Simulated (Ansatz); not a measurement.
Task: a comparison of functionals at one structure of Ta, space group Fm-3m, with Ansatz 0.2.0, Python API. Give the script and its output. Use (first run): BLYP, PAW, cutoff 530 eV, 11×11×11 k-points, Fermi-Dirac smearing of 0.1 eV. The script varies functional: blyp, lda, r2scan.

`POSCAR_ta`
```text
Ta
1.0
   0.00000000    2.11000000    2.11000000
   2.11000000    0.00000000    2.11000000
   2.11000000    2.11000000    0.00000000
Ta
1
Direct
   0.00000000    0.00000000    0.00000000
```

`ta.py`:
```python
import ansatz as az
from ase.io import read

CUTOFF_EV = 530
KGRID = (11, 11, 11)
FILLING = "Fermi-Dirac"


def main() -> None:
    atoms = read("POSCAR_ta", format="vasp")
    crystal = az.Crystal.from_ase(atoms)

    base = (
        crystal.calculation()
        .basis(CUTOFF_EV)
        .kpoints(*KGRID)
        .occupations(FILLING)
    )

    rows = []
    for value in ["blyp", "lda", "r2scan"]:
        rep = base.functional(value).run(threads=1, backend="cpu").report
        rows.append((value, rep["free_energy_ev"] / len(rep["lattice"]["sites"]), rep["n_iterations"], rep["n_kpoints"]))

    print("  functional   F/atom (eV)    iterations      k-points")
    for row in rows:
        print(f"{str(row[0]):>12s}  {row[1]:12.5f}  {row[2]:12d}  {row[3]:12d}")


if __name__ == "__main__":
    main()
```

```console
$ python ta.py
  functional   F/atom (eV)    iterations      k-points
        blyp   -9955.87885             6            56
         lda   -9682.29895             6            56
      r2scan   -9944.09087             6            56
```

Reading the output:
- BLYP can be off by several per cent in the lattices of metals, and by several GPa in the pressure at a fixed cell.
- For a metal this k-point mesh is coarse: on a finer one energies can move by several to tens of meV an atom and pressures by half a GPa or more, differences at one mesh by less.
- Spin-orbit coupling, which matters for elements this heavy, is left out.
- This isn't the structure that Ta takes at ambient conditions.
- Total energies of different functionals can't be compared; pressures, moments and gaps at this one structure can.
- Wall time of the script: 4.8 s on 1 thread of Arm Neoverse V1, with other jobs on the host, peak memory 0.42 GiB.
